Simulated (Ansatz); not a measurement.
**VO3 (quartet): geometry optimisation**

Where does this start of VO3 (quartet) end when it is relaxed?

Computed with Ansatz 0.2.0, Gaussian basis. Level: UKS PBE0/def2-TZVP.

**1. The system as given**

4 atoms, charge 0, spin multiplicity 4.

Atoms are counted from 1 here; the program's logs count them from 0.

Bond lengths: V1–O2 1.553 Å, V1–O3 1.553 Å, V1–O4 1.553 Å. Angles: O2–V1–O3 120.0°, O2–V1–O4 120.0°, O3–V1–O4 120.0°.

The start was built by rule and, where that kept it together, relaxed with GFN2-xTB. Sticks and bond lists go by distance. 

**2. Relaxation**

File in.yaml:

```yaml
crystal:
  periodic: [false, false, false]
  atoms:
    - {symbol: V, position_ang: [0.000000, 0.000000, 0.000000]}
    - {symbol: O, position_ang: [1.552735, 0.010170, 0.000522]}
    - {symbol: O, position_ang: [-0.785174, 1.339621, -0.002295]}
    - {symbol: O, position_ang: [-0.767561, -1.349791, 0.001773]}
basis:
  gaussian: {orbitals: def2-TZVP}
magnetization: {spin_polarized: true, initial_magnetization: 3}
hamiltonian: {xc: pbe0}
relax: {f_tol: 0.004, max_steps: 80}
```

Run with:

```bash
$ ansatz run in.yaml --threads 1 --pin off --events-out ev --progress --plain --max-ram 2176MiB
```

Before running it: what results should come out? Wanted: energy gained; shift from the start; total energy; dipole moment; ⟨S²⟩.

**Answer**, as computed:

```
                  quantity           value
                     steps               9
             energy gained        1.797 eV
shift from the start (rms)         0.182 Å
              total energy  -31816.9002 eV
             dipole moment          0.74 D
                      ⟨S²⟩           3.760
```

What this shows: The bonds of the start are those of the end. V1–O4 went from 1.553 to 1.799 Å. No vibrations were run, so this is a stationary point, not a proven minimum, and this spin need not be the ground state's.
